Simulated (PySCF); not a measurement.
**Eu: excitation energy in cc-pVDZ-X2C**

Each state of europium is computed at each level; their differences give the excitation energy. How far do the methods differ?

The numbers are computed with PySCF 2.14.0 (unrestricted determinants in a Gaussian basis, no spin-orbit coupling in the energies), except any that are marked as measured or tabulated.

### Step 1. Starting point

- Element: europium (Z = 63)
- Basis: cc-pVDZ-X2C (8s7p5d3f1g, 84 functions)
- Hamiltonian: scalar relativity by spin-free X2C-1e
- State 1: Eu: [Xe] 4f7 5d1 6s1, high-spin 10D determinant (an excited configuration)
- Needed too, but not shown: Eu [Xe] 4f7 6s2 (8S)
- Methods: CCSD(T)
- Core shells frozen in the correlated runs: valence: [Kr] 4d10 (for Eu)

Outer shells as boxes (Hund's rule):

Eu [Xe] 4f7 5d1 6s1
```
[Xe] core
4f [↑ ][↑ ][↑ ][↑ ][↑ ][↑ ][↑ ]
5d [↑ ][  ][  ][  ][  ]
6s [↑ ]
```

One driver process ran all states and methods and kept the integrals in memory. Each run is shown as a PySCF script that sums up its settings (the driver passes frozen orbitals as a list and adds second-order terms of double hybrids); the logs are those of the runs themselves. The driver starts from symmetry-adapted Hartree-Fock orbitals, holds the occupation by maximum overlap and uses a logarithmic radial grid for functionals, so a plain start would take other cycles.

The integrals over 84 functions and the set-up took 7.1 s of CPU time.

### Step 2. Eu [Xe] 4f7 5d1 6s1: CCSD(T) (valence)

#### CCSD(T) (valence)

The input, input.py:

```python
from pyscf import gto, scf, dft, mp, cc
import basis_set_exchange as bse
mol = gto.M(atom="Eu 0 0 0", charge=0, spin=9, symmetry="D2h",
            basis=gto.basis.parse(bse.get_basis("cc-pVDZ-X2C", elements=["Eu"], fmt="nwchem")),
            nucmod="G")
mf = scf.UHF(mol).sfx2c1e()
mf.irrep_nelec = {'Ag': (10, 9), 'B1g': (3, 2), 'B2g': (2, 2), 'B3g': (2, 2), 'Au': (1, 0), 'B1u': (6, 4), 'B2u': (6, 4), 'B3u': (6, 4)}
mf.kernel()
mycc = cc.CCSD(mf, frozen=23).run()
mycc.ccsd_t()
```

Standard output:

```text
CC2 = 0
CCSD nocc = (np.int64(13), np.int64(4)), nmo = (61, 61)
frozen orbitals [[0, 1, 2, 3, 4, 5, 6, 7, 8, 9, 10, 11, 12, 13, 14, 15, 16, 17, 18, 19, 20, 21, 22], [0, 1, 2, 3, 4, 5, 6, 7, 8, 9, 10, 11, 12, 13, 14, 15, 16, 17, 18, 19, 20, 21, 22]]
max_cycle = 100
direct = 0
conv_tol = 1e-08
conv_tol_normt = 1e-06
diis_space = 8
diis_start_cycle = 0
Init t2, MP2 energy = -0.463606623802728
Init E_corr(UCCSD) = -0.463606623805285
cycle = 1  E_corr(UCCSD) = -0.42945775025152  dE = 0.0341488736  norm(t1,t2) = 0.0993946
cycle = 2  E_corr(UCCSD) = -0.446620101641551  dE = -0.0171623514  norm(t1,t2) = 0.0333036
cycle = 3  E_corr(UCCSD) = -0.445170332139516  dE = 0.0014497695  norm(t1,t2) = 0.0225859
cycle = 4  E_corr(UCCSD) = -0.446375594745101  dE = -0.00120526261  norm(t1,t2) = 0.00850532
cycle = 5  E_corr(UCCSD) = -0.446604523199518  dE = -0.000228928454  norm(t1,t2) = 0.00206949
cycle = 6  E_corr(UCCSD) = -0.446556232089391  dE = 4.82911101e-05  norm(t1,t2) = 0.000813851
cycle = 7  E_corr(UCCSD) = -0.446491494431855  dE = 6.47376575e-05  norm(t1,t2) = 0.000559489
cycle = 8  E_corr(UCCSD) = -0.446506306797257  dE = -1.48123654e-05  norm(t1,t2) = 0.000295616
cycle = 9  E_corr(UCCSD) = -0.446514627398339  dE = -8.32060108e-06  norm(t1,t2) = 0.000142771
cycle = 10  E_corr(UCCSD) = -0.446512285121075  dE = 2.34227726e-06  norm(t1,t2) = 8.50635e-05
cycle = 11  E_corr(UCCSD) = -0.446509230965594  dE = 3.05415548e-06  norm(t1,t2) = 5.03488e-05
cycle = 12  E_corr(UCCSD) = -0.446511502234249  dE = -2.27126866e-06  norm(t1,t2) = 2.49835e-05
cycle = 13  E_corr(UCCSD) = -0.446510498690287  dE = 1.00354396e-06  norm(t1,t2) = 1.5078e-05
cycle = 14  E_corr(UCCSD) = -0.44651046560145  dE = 3.30888371e-08  norm(t1,t2) = 6.71059e-06
cycle = 15  E_corr(UCCSD) = -0.446510547431928  dE = -8.18304785e-08  norm(t1,t2) = 2.47576e-06
cycle = 16  E_corr(UCCSD) = -0.446510489711303  dE = 5.77206256e-08  norm(t1,t2) = 1.55815e-06
cycle = 17  E_corr(UCCSD) = -0.446510526883002  dE = -3.71716993e-08  norm(t1,t2) = 4.28698e-07
cycle = 18  E_corr(UCCSD) = -0.446510536357062  dE = -9.4740602e-09  norm(t1,t2) = 2.0169e-07
UCCSD converged
E(UCCSD) = -10839.9963979501  E_corr = -0.4465105363570623
UCCSD(T) correction = -0.0152049863419773
```

It used 20 s of CPU time after the integrals (shared host).

CCSD correlation -0.44651 hartree, triples -0.01520; total -10840.011603. T1 = 0.019, largest double amplitude 0.034.

Spin-orbit coupling, absent here, splits the open shell strongly.

### Step 3. The energy differences

Excitation energy: Eu [Xe] 4f7 6s2 (8S) → Eu [Xe] 4f7 5d1 6s1 (10D).

| method | value (eV) | error (eV) |
| --- | --- | --- |
| UHF | 1.338 | -0.320 |
| MP2 (valence) | 1.778 | +0.120 |
| SCS-MP2 (valence) | 2.038 | +0.381 |
| CCSD (valence) | 1.822 | +0.164 |
| CCSD(T) (valence) | 1.891 | +0.233 |

Reference: 1.658 eV (measured; NIST levels, between the centres of gravity of the two terms). Errors of the correlated levels include the incompleteness of this basis.

The differences also use runs on Eu [Xe] 4f7 6s2 (8S), which are not shown here. The runs at UHF, MP2 (valence) are not shown; their differences are listed all the same.

### Step 4. Outcome

```
                                quantity                                                   value
excitation energy, Eu → [Xe] 4f7 5d1 6s1  UHF 1.338, CCSD(T) (valence) 1.891 eV; reference 1.658
```

Accuracy by level (over 1 difference):

| method | mean absolute miss against the measured value (with the measured fine structure taken into account where it is known) (eV) |
| --- | --- |
| UHF | 0.320 |
| MP2 (valence) | 0.120 |
| SCS-MP2 (valence) | 0.381 |
| CCSD (valence) | 0.164 |
| CCSD(T) (valence) | 0.233 |

**Reading.** MP2 (valence) lands nearest to the measured value (off by 0.12 eV); SCS-MP2 (valence) misses by most (0.38 eV). In a finite basis a lower level can come nearest by cancelling errors. The basis is finite, and no extrapolation was made.
